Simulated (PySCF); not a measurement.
**C₄H₇NOSi: electronic excitations**

Wanted: the electronic excitations of C₄H₇NOSi (`O=CC#CCN[SiH3]`), by calculation.

Programs: PySCF 2.14.0, with density-fitted response routines of our own. Each step states its level of theory. These are calculated values for one molecule in the gas phase, unless marked as measured. Atoms count from 0, in the outputs and in this text.

### 1 The starting structure

14 atoms, charge 0, multiplicity 1; geometry from: GFN2-xTB.

Bonds of the start (Å): O0–C1 1.20, C1–C2 1.42, C2–C3 1.21, C3–C4 1.45, C4–N5 1.44, N5–Si6 1.73, C1–H7 1.11, C4–H8 1.10, C4–H9 1.09, N5–H10 1.01, Si6–H11 1.47, Si6–H12 1.46, Si6–H13 1.46.

### 2 Ultraviolet spectrum: B3LYP/def2-SVPD

What the job is given:

```
{"job": {"kind": "uv", "xc": "B3LYP", "basis": "def2-SVPD", "nstates": 8, "ntriplets": 3}, "charge": 0, "multiplicity": 1}
O      3.341447     1.564304    -0.829753
C      3.199160     0.708861     0.004113
C      1.978574     0.039402     0.305971
C      0.955199    -0.534139     0.588865
C     -0.317786    -1.185709     0.826466
N     -1.374028    -0.711244    -0.037563
Si    -2.267529     0.726747     0.299676
H      4.043406     0.356250     0.632488
H     -0.182228    -2.268288     0.692146
H     -0.615362    -1.006896     1.864426
H     -1.173702    -0.914005    -1.006116
H     -1.490544     1.972320     0.285274
H     -2.801298     0.513775     1.646816
H     -3.295987     0.738150    -0.734926
```

Method: TDDFT B3LYP/def2-SVPD, vertical, gas phase, core orbitals frozen in the response.

The run is started by

```console
OMP_NUM_THREADS=1 python probes_run.py task.json out
```

The driver reads the jobs from task.json and runs them one after another.

Predict these results of the whole session: lowest singlet (B3LYP/def2-SVPD); brightest single state of those computed; lowest triplet.

The runs gave:

| quantity | value |
| --- | --- |
| lowest singlet (B3LYP/def2-SVPD) | 3.79 eV (327 nm), f = 0.000 |
| brightest single state of those computed | state 4, 5.56 eV, f = 0.123 |
| lowest triplet | 3.23 eV |

What this shows: The first singlet state (HOMO−1→LUMO 0.91) lies at 3.79 eV and is dark; of the 8 states computed, the strongest absorption comes from state 4 at 5.56 eV. The lowest triplet lies 0.56 eV below the lowest singlet (triplets in Tamm-Dancoff, singlets in full TDDFT).
